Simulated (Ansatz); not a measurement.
**SiGeHO (doublet): from Hartree-Fock to the top rungs, cc-pVTZ**

How much of the correlation energy of SiGeHO (doublet) does each wave-function method recover here?

The runs use Ansatz 0.2.0, Gaussian basis; cc-pVTZ, core rule «outside noble gas», up to 20 orbitals frozen.

To be run: UHF; CCSD(T) on ROHF; CCSD(T) on UHF; BCCD(T) on ROHF; CCSDT(Q) on ROHF; CCSDT(Q) on UHF.

4 further runs of the same task are left out: 4 set aside as unsound or not needed.

**1. What is computed**

The geometry is a PBE0/def2-TZVP stationary point (not a proven minimum). No spin-orbit coupling is included. The filled d shell of Ge may be among the frozen orbitals whatever the setting's name suggests; the logs give the count.

4 atoms, charge 0, spin multiplicity 2.

Atoms are counted from 1 here; the program's logs count them from 0.

Bond lengths: O1–Ge2 2.062 Å, O1–Si3 1.591 Å, Ge2–Si3 2.368 Å, Ge2–H4 1.554 Å. Angles: Ge2–O1–Si3 79.7°, O1–Ge2–Si3 41.4°, O1–Ge2–H4 92.1°, Si3–Ge2–H4 133.5°, O1–Si3–Ge2 58.9°.

**2. UHF**

File in.yaml:

```yaml
crystal:
  periodic: [false, false, false]
  atoms:
    - {symbol: O, position_ang: [0.000000, -1.068031, -0.912929]}
    - {symbol: Ge, position_ang: [0.000000, 0.103335, 0.783661]}
    - {symbol: Si, position_ang: [0.000000, 0.382114, -1.568288]}
    - {symbol: H, position_ang: [0.000000, -1.141224, 1.713723]}
basis:
  gaussian: {orbitals: cc-pVTZ}
magnetization: {spin_polarized: true, initial_magnetization: 1}
hamiltonian: {xc: hf}
output: {orbitals: {seedname: orbitals}}
```

On the command line:

```sh
$ ansatz run in.yaml --threads 1 --pin off --events-out ev --progress --plain --max-ram 4096MiB --backend cpu
```

After this run come: CCSD(T) on ROHF; CCSD(T) on UHF; BCCD(T) on ROHF; CCSDT(Q) on ROHF; CCSDT(Q) on UHF.

**Question.** What will the summary of the whole plan be? Wanted: UCCSDT(Q) from the RHF energy; RMP2 from UCCSDT(Q); UMP2 from UCCSDT(Q); RCCSD from UCCSDT(Q); RCCSD(T) from UCCSDT(Q); UCCSD(T) from UCCSDT(Q); RCCSDT(Q) from UCCSDT(Q); T1 diagnostic.

**Answer**, as computed:

```
                         quantity        value
    UCCSDT(Q) from the ROHF energy  -13.1065 eV
              RMP2 from UCCSDT(Q)  +1220.7 meV
              UMP2 from UCCSDT(Q)  +1290.2 meV
             RCCSD from UCCSDT(Q)   +755.2 meV
          RCCSD(T) from UCCSDT(Q)    +90.5 meV
          UCCSD(T) from UCCSDT(Q)    +92.6 meV
         RCCSDT(Q) from UCCSDT(Q)    +13.3 meV
levels within 1 kcal/mol (43 meV)    RCCSDT(Q)
                    T1 diagnostic        0.029
```

In words: RCCSD(T) lands +90.5 meV from the yardstick (0.7 % of the correlation energy). These misses are within one basis, not against nature; the frozen cores of restricted and unrestricted runs differ, which can shift their rows.
